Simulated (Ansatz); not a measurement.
## CH4Br2Si, SMILES C[SiH](Br)Br: a single point in a Gaussian basis

Computed with Ansatz's Python interface.

`energy_ch4br2si.py`
```python
'''Single point of CH4Br2Si in a Gaussian basis.'''

from pathlib import Path

import ansatz as az

BASIS_SET = 'def2-SVPD'
FUNCTIONAL = 'pbe0'
DISPERSION = 'd4'

geometry_ang = [
    ('C', [-0.0771, 0.9635, -0.0754]),
    ('Si', [-0.0335, -0.8157, 0.1763]),
    ('Br', [1.9867, -1.3496, 0.8062]),
    ('Br', [-0.4097, -1.8414, -1.7281]),
    ('H', [-1.1245, 1.303, -0.4291]),
    ('H', [0.0986, 1.5712, 0.8327]),
    ('H', [0.6105, 1.3454, -0.847]),
    ('H', [-0.9587, -1.2335, 1.2085]),
]
geometry = az.Crystal.molecule()
for symbol, xyz in geometry_ang:
    geometry = geometry.atom(symbol, xyz)

setup = (
    geometry.calculation()
    .basis(gaussian=BASIS_SET)
    .functional(FUNCTIONAL, dispersion=DISPERSION)
    .orbitals()
)
result = setup.run(runs_dir='runs')
rep = result.report

for key in ('converged', 'free_energy_ev', 'reference_energy_ev', 'n_frozen', 'n_occupied', 'n_virtual'):
    print(f'{key:22s} {rep[key]}')

lines = Path(rep['orbitals_path']).read_text().splitlines()
field_of = lambda key: [line.split('=')[1].strip() for line in lines if line.startswith(key)]
orbitals = [(27.211386 * float(e), s, float(n)) for e, s, n in zip(field_of('Ene='), field_of('Spin='), field_of('Occup='))]
homo = max(e for e, _, n in orbitals if n > 0.5)
lumo = min(e for e, _, n in orbitals if n < 0.5)
print(f'HOMO {homo:.3f} eV, LUMO {lumo:.3f} eV, gap {lumo - homo:.3f} eV')
```

`python energy_ch4br2si.py` gives:
```text
converged              True
free_energy_ev         -149034.74831986215
reference_energy_ev    -149034.54981445055
n_frozen               0
n_occupied             [47, 47]
n_virtual              [111, 111]
HOMO -8.369 eV, LUMO -0.265 eV, gap 8.103 eV
```

Notes:
- Total energies depend on the basis set; only differences at equal settings carry meaning.
- The geometry is a force-field or estimated start, not a minimum of this method, and the basis set is short of its limit.
- Total less reference energy is the dispersion correction.
- Levels such as HOMO and LUMO are orbital energies: with these approximate functionals they aren't the ionisation energy and electron affinity, and their gap isn't the fundamental gap.
- Timing: 9.7 s on 1 thread of Intel(R) Xeon(R) Platinum 8488C (Sapphire Rapids) (shared host), peak memory 0.52 GiB.

(Lines on the test bed's own set-up are left out of the output.)
